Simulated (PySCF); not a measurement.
# One shape, several levels: SnH3SeCl (SMILES [Cl][SnH2][SeH])

We compute a comparison of 6 runs (HF/STO-3G, HF/3-21G, HF/def2-SVP, BLYP/def2-SVP, TPSSh/def2-SVPD, MP2/STO-3G) of SnH3SeCl. Input form: a Python script.

The calculation is run with PySCF 2.14.0.

## Step 1: The structure to begin with

SnH3SeCl: 6 atoms, total charge 0, spin state singlet. As SMILES, `[Cl][SnH2][SeH]`. The coordinates come from a PBE0-D4/def2-TZVP relaxation. This is one conformer, not always the lowest.

Bond lengths: Cl1–Sn2 2.334 Å, Sn2–Se3 2.513 Å, Sn2–H4 1.698 Å, Sn2–H5 1.700 Å, Se3–H6 1.469 Å. Angles: Cl1–Sn2–Se3 109.4°, Cl1–Sn2–H4 106.5°, Cl1–Sn2–H5 105.2°, Se3–Sn2–H4 108.0°, Se3–Sn2–H5 111.5°, Sn2–Se3–H6 91.5°, H4–Sn2–H5 115.9°.

## Step 2: Energy and forces at HF/STO-3G (run 1)

input.py

```python
from pyscf import gto, scf

mol = gto.Mole()
mol.atom = '''
Cl  -2.327600   0.223200  -0.538600
Sn  -0.050400  -0.289200  -0.540000
Se   0.816200  -0.253000   1.818500
H    0.085900  -1.878000  -1.124700
H    0.678200   0.917300  -1.489800
H    0.839800   1.215600   1.828400
'''
mol.verbose = 4
mol.spin = 0
mol.max_memory = 1860
mol.basis = 'sto-3g'
mol.charge = 0
mol.build()

mf = scf.RHF(mol)
mf.conv_tol = 1e-10
mf.kernel()
if not mf.converged:
    mf = mf.newton().run(mf.mo_coeff, mf.mo_occ)

etot = mf.e_tot
print(f'total energy: {etot:.8f} hartree')
grad = mf.nuc_grad_method().kernel()
mf.analyze()
```

Command:

```
OMP_NUM_THREADS=1 python input.py
```

The log of the run:

```text
PySCF version 2.14.0

[... 75 lines left out ...]
One-electron Energy =               -13598.382175064536568
[... 7 lines left out ...]
MO #3   energy= -153.603094738544  occ= 2
[... 5 lines left out ...]
MO #9   energy= -53.4654598147077  occ= 2
[... 5 lines left out ...]
MO #15  energy= -26.6593442312351  occ= 2
[... 5 lines left out ...]
MO #21  energy= -10.2975126974633  occ= 2
[... 5 lines left out ...]
MO #27  energy= -6.05481515521031  occ= 2
[... 5 lines left out ...]
MO #33  energy= -1.6775453288419   occ= 2
[... 5 lines left out ...]
MO #39  energy= -0.967237072685452 occ= 2
[... 5 lines left out ...]
MO #45  energy= -0.573784565848959 occ= 2
[... 5 lines left out ...]
MO #51  energy= -0.32753100072166  occ= 2
[... 5 lines left out ...]
MO #57  energy= 0.470183196772728  occ= 0
[... 27 lines left out ...]
pop of  1 Sn 5pz          0.74536
pop of  1 Sn 3dxy         2.00000
pop of  1 Sn 3dyz         1.99999
pop of  1 Sn 3dz^2        1.99999
pop of  1 Sn 3dxz         2.00000
pop of  1 Sn 3dx2-y2      1.99999
pop of  1 Sn 4dxy         1.99648
pop of  1 Sn 4dyz         1.99184
pop of  1 Sn 4dz^2        1.99395
pop of  1 Sn 4dxz         1.99698
pop of  1 Sn 4dx2-y2      1.99032
pop of  2 Se 1s           2.00000
pop of  2 Se 2s           1.99998
pop of  2 Se 3s           1.99992
pop of  2 Se 4s           1.80341
pop of  2 Se 2px          2.00000
pop of  2 Se 2py          2.00000
pop of  2 Se 2pz          2.00000
pop of  2 Se 3px          1.99990
pop of  2 Se 3py          1.99932
pop of  2 Se 3pz          1.99948
pop of  2 Se 4px          1.86889
pop of  2 Se 4py          1.09142
pop of  2 Se 4pz          1.36705
pop of  2 Se 3dxy         1.99999
pop of  2 Se 3dyz         1.99994
pop of  2 Se 3dz^2        1.99874
pop of  2 Se 3dxz         1.99965
pop of  2 Se 3dx2-y2      1.99808
pop of  3 H 1s            1.13063
pop of  4 H 1s            1.13194
pop of  5 H 1s            1.02526
 ** Mulliken atomic charges  **
charge of    0Cl =     -0.37923
charge of    1Sn =      0.79280
charge of    2Se =     -0.12575
charge of    3H =     -0.13063
charge of    4H =     -0.13194
charge of    5H =     -0.02526
Dipole moment(X, Y, Z, Debye):  2.86305,  0.28093, -1.53219
```

It took 9.3 s on 1 thread of Intel Xeon at 2.70GHz, shared host; peak memory 0.13 GiB.

## Step 3: Energy and forces at HF/3-21G (run 2)

geometry.xyz

```xyz
6
ClH3SeSn
Cl    -2.327600     0.223200    -0.538600
Sn    -0.050400    -0.289200    -0.540000
Se     0.816200    -0.253000     1.818500
H      0.085900    -1.878000    -1.124700
H      0.678200     0.917300    -1.489800
H      0.839800     1.215600     1.828400
```

job.py

```python
# [Cl][SnH2][SeH]
import pyscf.grad
from pyscf import gto

mol = gto.Mole()
mol.atom = 'geometry.xyz'
mol.basis = '3-21g'
mol.charge = 0
mol.max_memory = 1860
mol.verbose = 4
mol.build()

calc0 = mol.RHF()
calc0.conv_tol = 1e-10
calc0.kernel()
if not calc0.converged:
    calc0 = calc0.newton().run(calc0.mo_coeff, calc0.mo_occ)

energy = calc0.e_tot
print('E = %.10f Eh' % energy)
grad = calc0.Gradients().kernel()
calc0.analyze()
```

Command:

```
OMP_NUM_THREADS=1 python job.py
```

The log of the run:

```text
PySCF version 2.14.0

[... 75 lines left out ...]
Total Energy =                       -8843.844628030819877
[... 8 lines left out ...]
MO #2   energy= -457.961762954279  occ= 2
[... 6 lines left out ...]
MO #9   energy= -53.8830231912778  occ= 2
[... 6 lines left out ...]
MO #16  energy= -19.1414050631297  occ= 2
[... 6 lines left out ...]
MO #23  energy= -7.94491851608732  occ= 2
[... 6 lines left out ...]
MO #30  energy= -4.00029037441946  occ= 2
[... 6 lines left out ...]
MO #37  energy= -2.54031445696222  occ= 2
[... 6 lines left out ...]
MO #44  energy= -0.934083791118648 occ= 2
[... 6 lines left out ...]
MO #51  energy= -0.413326479562763 occ= 2
[... 6 lines left out ...]
MO #58  energy= 0.292274073656964  occ= 0
[... 6 lines left out ...]
MO #65  energy= 0.78214282854567   occ= 0
[... 6 lines left out ...]
MO #72  energy= 1.33617415674503   occ= 0
[... 42 lines left out ...]
pop of  1 Sn 4dyz         1.99907
pop of  1 Sn 4dz^2        1.99935
pop of  1 Sn 4dxz         1.99971
pop of  1 Sn 4dx2-y2      1.99901
pop of  2 Se 1s           2.00000
pop of  2 Se 2s           1.99996
pop of  2 Se 3s           1.99975
pop of  2 Se 4s           1.75453
pop of  2 Se 5s           0.00662
pop of  2 Se 2px          1.99999
pop of  2 Se 2py          1.99998
pop of  2 Se 2pz          1.99998
pop of  2 Se 3px          1.99990
pop of  2 Se 3py          1.99984
pop of  2 Se 3pz          1.99985
pop of  2 Se 4px          1.84703
pop of  2 Se 4py          1.12924
pop of  2 Se 4pz          1.44837
pop of  2 Se 5px          0.00124
pop of  2 Se 5py          0.00794
pop of  2 Se 5pz          0.00134
pop of  2 Se 3dxy         1.99998
pop of  2 Se 3dyz         1.99990
pop of  2 Se 3dz^2        1.99943
pop of  2 Se 3dxz         1.99978
pop of  2 Se 3dx2-y2      1.99898
pop of  3 H 1s            1.11150
pop of  3 H 2s            0.00125
pop of  4 H 1s            1.11565
pop of  4 H 2s            0.00167
pop of  5 H 1s            0.97390
pop of  5 H 2s            0.00320
 ** Mulliken atomic charges  **
charge of    0Cl =     -0.42225
charge of    1Sn =      0.82304
charge of    2Se =     -0.19362
charge of    3H =     -0.11275
charge of    4H =     -0.11732
charge of    5H =      0.02290
Dipole moment(X, Y, Z, Debye):  3.12764,  0.00977, -1.34380
```

It took 9 s on 1 thread of Intel Xeon at 2.70GHz, shared host; peak memory 0.14 GiB.

Runs 3 to 5 aren't shown in full; the table further down has their settings and results.

## Step 4: Energy and gradient at MP2/STO-3G (run 6)

input.py

```python
import pyscf.grad
from pyscf import gto, scf, mp

mol = gto.M(
    atom='''
Cl      -2.327600       0.223200      -0.538600
Sn      -0.050400      -0.289200      -0.540000
Se       0.816200      -0.253000       1.818500
H        0.085900      -1.878000      -1.124700
H        0.678200       0.917300      -1.489800
H        0.839800       1.215600       1.828400
''',
    verbose=3,
    max_memory=1860,
    charge=0,
    basis='sto-3g',
)

myscf = scf.RHF(mol)
myscf.conv_tol = 1e-10
myscf.kernel()
if not myscf.converged:
    myscf = myscf.newton().run(myscf.mo_coeff, myscf.mo_occ)

pt = mp.MP2(myscf, frozen=32).run()
e_final = pt.e_tot
print('E = %.10f Eh' % e_final)
grad = pt.Gradients().kernel()
dip = myscf.dip_moment()
pop, q = myscf.mulliken_pop()
```

Command:

```
OMP_NUM_THREADS=1 python input.py
```

The log of the run:

```text
converged SCF energy = -8793.30277013097
E(RMP2) = -8793.35620313937  E_corr = -0.0534330084024396
E(SCS-RMP2) = -8793.36444020768  E_corr = -0.0616700767109482
E = -8793.3562031394 Eh
--------------- RMP2 gradients ---------------
         x                y                z
0 Cl     0.0001104910    -0.0002631215    -0.0003202023
1 Sn    -0.0080712786     0.0070576380     0.0130937260
2 Se     0.0012992248    -0.0087640229     0.0040819740
3 H     0.0007248960    -0.0176274338    -0.0043861033
4 H     0.0067977379     0.0135470988    -0.0097534800
5 H    -0.0008610711     0.0060498414    -0.0027159143
----------------------------------------------
Dipole moment(X, Y, Z, Debye):  2.86305,  0.28093, -1.53219
 ** Mulliken pop  **
pop of  0 Cl 1s           1.99998
pop of  0 Cl 2s           1.99912
pop of  0 Cl 3s           1.98979
pop of  0 Cl 2px          1.99222
pop of  0 Cl 2py          1.99925
pop of  0 Cl 2pz          1.99953
pop of  0 Cl 3px          1.53815
pop of  0 Cl 3py          1.95816
pop of  0 Cl 3pz          1.97358
pop of  1 Sn 1s           2.00000
pop of  1 Sn 2s           1.99966
pop of  1 Sn 3s           1.99821
pop of  1 Sn 4s           2.00729
pop of  1 Sn 5s           1.10365
pop of  1 Sn 2px          2.00007
pop of  1 Sn 2py          2.00006
pop of  1 Sn 2pz          2.00006
pop of  1 Sn 3px          1.99801
pop of  1 Sn 3py          1.99831
pop of  1 Sn 3pz          1.99819
pop of  1 Sn 4px          1.99407
pop of  1 Sn 4py          1.99675
pop of  1 Sn 4pz          1.99522
pop of  1 Sn 5px          0.52421
pop of  1 Sn 5py          0.78576
pop of  1 Sn 5pz          0.69837
pop of  1 Sn 3dxy         1.99983
pop of  1 Sn 3dyz         1.99960
pop of  1 Sn 3dz^2        1.99972
pop of  1 Sn 3dxz         1.99985
pop of  1 Sn 3dx2-y2      1.99954
pop of  1 Sn 4dxy         1.99503
pop of  1 Sn 4dyz         1.98838
pop of  1 Sn 4dz^2        1.99162
pop of  1 Sn 4dxz         1.99575
pop of  1 Sn 4dx2-y2      1.98651
pop of  2 Se 1s           2.00000
pop of  2 Se 2s           1.99964
pop of  2 Se 3s           1.99917
pop of  2 Se 4s           1.88421
pop of  2 Se 2px          1.99996
pop of  2 Se 2py          1.99973
pop of  2 Se 2pz          1.99981
pop of  2 Se 3px          1.99792
pop of  2 Se 3py          1.98604
pop of  2 Se 3pz          1.98996
pop of  2 Se 4px          1.87114
pop of  2 Se 4py          1.07849
pop of  2 Se 4pz          1.37684
pop of  2 Se 3dxy         1.99998
pop of  2 Se 3dyz         1.99991
pop of  2 Se 3dz^2        1.99825
pop of  2 Se 3dxz         1.99951
pop of  2 Se 3dx2-y2      1.99733
pop of  3 H 1s            1.15151
pop of  4 H 1s            1.15287
pop of  5 H 1s            1.01423
 ** Mulliken atomic charges  **
charge of    0Cl =     -0.44977
charge of    1Sn =      0.94627
charge of    2Se =     -0.17790
charge of    3H =     -0.15151
charge of    4H =     -0.15287
charge of    5H =     -0.01423
```

Run time: 15 s. Hardware: 1 thread of Intel Xeon at 2.70GHz, shared host; peak memory 0.28 GiB.

## Step 5: Overview of the runs

| run | level | core potential | integration grid | energy (Eh) | dipole moment (D) of the reference | HOMO energy (eV) | LUMO energy (eV) | wall time |
| --- | --- | --- | --- | --- | --- | --- | --- | --- |
| 1 | HF/STO-3G | – | – | -8793.302770 | 3.26 | -7.63 | 7.34 | 9.3 s |
| 2 | HF/3-21G | – | – | -8843.844628 | 3.40 | -10.11 | 2.13 | 9 s |
| 3 | HF/def2-SVP (core potential) | def2-svp | – | -3074.055199 | 2.39 | -9.93 | 2.48 | 16 s |
| 4 | BLYP/def2-SVP (core potential) | def2-svp | 5 | -3077.429088 | 1.90 | -5.85 | -1.85 | 59 s |
| 5 | TPSSh/def2-SVPD (core potential) | def2-svp | 5 | -3077.364785 | 2.19 | -6.85 | -1.91 | 1.9 min |
| 6 | MP2/STO-3G | – | – | -8793.356203 | 3.26 | -7.63 | 7.34 | 15 s |

## Step 6: What came out

| quantity | value |
| --- | --- |
| run 6: total energy | -8793.35620 Eh |
| run 6: dipole moment (Hartree–Fock density) | 3.26 D |
| run 6: HOMO energy (Hartree–Fock orbitals) | -7.63 eV |
| run 6: LUMO energy (Hartree–Fock orbitals) | 7.34 eV |
| run 6: HOMO–LUMO gap (Hartree–Fock orbitals) | 14.97 eV |
| run 6: correlation energy (32 core orbitals frozen) | -53.4 mEh |
| run 6: largest force on an atom | 0.935 eV/Å |

**Reading.** Over runs 1, 2, 3, 4, 5 the dipole moment (its size) runs from 1.90 D (BLYP/def2-SVP) to 3.40 D (HF/3-21G). The two ends differ in method and basis and core potential. Over runs 1, 2, 3, 4, 5 the HOMO–LUMO gap runs from 4.00 eV (BLYP/def2-SVP) to 14.97 eV (HF/STO-3G). Totals of different functionals can't be ranked against each other. Some runs of one species differ in core potentials or relativity; totals across that change don't compare. In runs 1, 6 the basis is minimal, so the values are rough. In runs 1, 2, 6 relativity is left out where basis or elements ask for it. All runs together took 3.7 min, the longest 1.9 min.
